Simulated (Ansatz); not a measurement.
# NaSe: the cost of one run

Program: Ansatz 0.2.0, Gaussian basis. Level of theory: def2-QZVPP, all electrons in the functionals, frozen cores in the correlation of double hybrids and RPA. These are calculated values, not measurements.

Plan: B2PLYP, at charge 0, doublet; charge 0, quartet; charge 1, singlet; charge 1, triplet.

8 further runs of the same task are left out: 8 set aside as unsound or not needed.

## 1. The geometry

The geometry is a PBE0/def2-TZVP stationary point (not a proven minimum). No spin-orbit coupling is included. The filled d shell of Se may be among the frozen orbitals whatever the setting's name suggests; the logs give the count.

2 atoms, charge 0, spin multiplicity 2.

Atoms are counted from 1 here; the program's logs count them from 0.

Bond lengths: Se1–Na2 2.604 Å.

No dispersion term is added.

The geometry shown and the zero of energy belong to the point charge 0, doublet. The yardstick, RCCSD(T), and other wave-function levels (R restricted, U unrestricted, valence and pair active spaces) come from earlier runs.

## 2. B2PLYP, charge 0, doublet

Input file in.yaml:

```yaml
crystal:
  periodic: [false, false, false]
  atoms:
    - {symbol: Se, position_ang: [0.000000, 0.000000, 0.000000]}
    - {symbol: Na, position_ang: [0.000000, 0.000000, 2.604000]}
basis:
  gaussian: {orbitals: "def2-QZVPP.json"}
magnetization: {spin_polarized: true, initial_magnetization: 1}
hamiltonian: {xc: {name: B2PLYP}}
correlation: {electrons: outside_noble_gas}
```

The run is started by

```
ansatz run in.yaml --threads 1 --pin off --events-out ev --progress --plain --max-ram 2393MiB
```

Q: Estimate wall time and peak memory on 1 thread of Arm Neoverse V1, shared host.

About 16 s, with a peak of 0.37 GiB.
